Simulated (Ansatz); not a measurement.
# F4H5PW: the cost of one run

All numbers below are computed with Ansatz 0.2.0 (RKS PBE-D4/def2-SVP).

## 1. The system as given

Bond lengths: W1–H2 2.070 Å, W1–F3 1.850 Å, W1–F4 1.850 Å, W1–F5 1.850 Å, W1–H6 1.720 Å, W1–F7 1.850 Å, W1–P8 2.740 Å, P8–H9 1.420 Å, P8–H10 1.420 Å. Angles (14 of 24 angles, heavy atoms first): F3–W1–F4 90.0°, F3–W1–F5 180.0°, F3–W1–F7 90.0°, F3–W1–P8 48.9°, F4–W1–F5 90.0°, F4–W1–F7 90.0°, F4–W1–P8 46.8°, F5–W1–F7 90.0°, F5–W1–P8 131.1°, F7–W1–P8 108.4°, H2–W1–F3 90.0°, H2–W1–F4 90.0°, H2–W1–F5 90.0°, H2–W1–F7 180.0°.

Structure file:

```xyz
11

W     0.0000    0.0000    0.0000
H     0.0000    0.0000    2.0700
F     1.8500    0.0000    0.0000
F     0.0000    1.8500    0.0000
F    -1.8500    0.0000    0.0000
H     0.0000   -1.7200    0.0000
F     0.0000    0.0000   -1.8500
P     1.8007    1.8758    0.8640
H     2.8278    1.2389    1.6094
H     2.3703    2.5373   -0.2560
H     0.7083    0.7378    2.0916
```

## 2. A restrained relaxation towards end A

Springs on the bonds that form and break draw the guess towards this end; the thresholds are loose.

Input file input.yaml:

```yaml
crystal:
  periodic: [false, false, false]
  atoms:
    - { symbol: W, position_ang: [0.0, 0.0, 0.0] }
    - { symbol: H, position_ang: [0.0, 0.0, 2.07] }
    - { symbol: F, position_ang: [1.85, 0.0, 0.0] }
    - { symbol: F, position_ang: [0.0, 1.85, 0.0] }
    - { symbol: F, position_ang: [-1.85, 0.0, 0.0] }
    - { symbol: H, position_ang: [0.0, -1.72, 0.0] }
    - { symbol: F, position_ang: [0.0, 0.0, -1.85] }
    - { symbol: P, position_ang: [1.8007, 1.8758, 0.864] }
    - { symbol: H, position_ang: [2.8278, 1.2389, 1.6094] }
    - { symbol: H, position_ang: [2.3703, 2.5373, -0.256] }
    - { symbol: H, position_ang: [0.7083, 0.7378, 2.0916] }
basis:
  gaussian: { orbitals: def2-SVP }
hamiltonian:
  xc: pbe
  dispersion: d4
relax:
  f_tol: 0.15
  max_steps: 25
  restrain:
    - { distance: [0, 7], at: 3.64, k: 30.0 }
    - { distance: [10, 1], at: 1.86, k: 30.0 }
    - { distance: [0, 1], at: 1.72, k: 30.0 }
    - { distance: [10, 7], at: 1.42, k: 30.0 }
```

On the command line:

```sh
$ ansatz run input.yaml --threads 4 --pin off --max-ram 5120MiB --backend cpu --events-out ev --progress --plain --runs-dir out
```

**Question.** How long does this run take on 4 threads of Arm Neoverse V1, shared host, and how much memory does it need?

About 54 s, with a peak of 0.2 GiB.
